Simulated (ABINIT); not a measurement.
Something may be wrong with this ABINIT 10.8.3 (patched build) calculation of Sr3B.

run.abi

```
# Datasets
ndtset 3

# Pseudopotentials
pp_dirpath "./"
pseudos "Sr.upf, B.upf"

# Structure
acell 3*1.0
rprim
     0.0000000000     7.6416367082     7.6416367082
     7.6416367082     0.0000000000     7.6416367082
     7.6416367082     7.6416367082     0.0000000000
ntypat 2
znucl 38 5
natom 4
typat 1 1 1 2
xred
            0.0            0.0            0.0
            1/4            1/4            1/4
            3/4            3/4            3/4
            1/2            1/2            1/2

# Plane-wave basis
ecut 38.0

# k points
ngkpt 6 6 6
nshiftk 4
shiftk
     0.5000000000     0.5000000000     0.5000000000
     0.5000000000     0.0000000000     0.0000000000
     0.0000000000     0.5000000000     0.0000000000
     0.0000000000     0.0000000000     0.5000000000
istwfk *1

# Exchange and correlation
ixc 11

# Bands and occupations
occopt 7
tsmear 0.2 eV

# SCF cycle
nstep 60

# Output
iomode 3
prteig 0
prtebands 0

# Dataset 1: ground state
nband1 21
tolvrs1 1.0e-12
prtden1 1
prtwf1 0
kptopt1 1

# Dataset 2: empty bands at fixed density
iscf2 -3
getden2 1
nband2 32
nbdbuf2 4
tolwfr2 1.0e-12
nstep2 120
prtden2 0
kptopt2 1

# Dataset 3: wave functions and velocity matrix elements in the full zone
optdriver3 8
wfk_task3 "wfk_optic_fullbz"
getwfk3 2
nband3 28
kptopt3 1
prtevk3 1
inclvkb3 2
```

Potentials or basis: PseudoDojo NC SR PBE v0.4.1 standard.

Command:

```sh
$ abinit run.abi > log 2>&1
```

run.abo:

```text
.Version 10.8.3 of ABINIT
--- !ERROR
message: |
    A valid wfk_task must be specified when optdriver= 8 , Received: wfk_optic_fullbz
...
```

Question: What happened, and what is wrong with the input?

Answer: The program refused the input. The input holds a flaw that was put in on purpose: unknown task name (wfk_task3 = "wfk_optic_fullbz").
